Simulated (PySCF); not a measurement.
# C5H6F2: the cost of one run

The runs use PySCF 2.14.0, with density-fitted response routines of our own; the level of theory stands in each step. All values are computed, except where a source is named. Atoms are numbered from 0 throughout.

## 1. Starting geometry

13 atoms, charge 0, multiplicity 1; geometry from: GFN2-xTB. The atoms were then displaced at random by about 0.01 Å, so the start is not that level's minimum.

Bonds of the start (Å): C0–C1 1.54, C1–F2 1.39, C1–C3 1.53, C3–C4 1.52, C4–C5 1.33, C5–F6 1.33, C5–C1 1.52, C0–H7 1.06, C0–H8 1.10, C0–H9 1.09, C3–H10 1.10, C3–H11 1.09, C4–H12 1.10.

## 2. Optimising the geometry at PBE0-D3(BJ)/def2-SVP

Job settings and geometry (Å):

```
{"job": {"xc": "PBE0", "basis": "def2-SVP", "d3": "d3bj", "grid": 1, "shake": 0.01, "kind": "geom"}, "charge": 0, "multiplicity": 1}
C      1.627390    -0.195130     0.138470
C      0.248590     0.083980    -0.499630
F      0.394140     0.215380    -1.872770
C     -0.880370    -0.872000    -0.128470
C     -1.593040     0.325370     0.474010
C     -0.616290     1.159600     0.126110
F     -0.380540     2.456890     0.289060
H      2.049690    -1.075150    -0.283340
H      1.498470    -0.266380     1.229820
H      2.272240     0.658880    -0.072600
H     -1.426590    -1.294030    -0.985350
H     -0.641200    -1.668390     0.575000
H     -2.546680     0.454110     0.999360
```

Launch:

```sh
$ OMP_NUM_THREADS=1 python probes_run.py task.json out
```

One launch serves the whole session: the jobs run in the order shown.

Q: Estimate the wall time and peak memory of this first job on 1 thread of Arm Neoverse V1, shared host.

About 53 s, with a peak of 0.51 GiB.
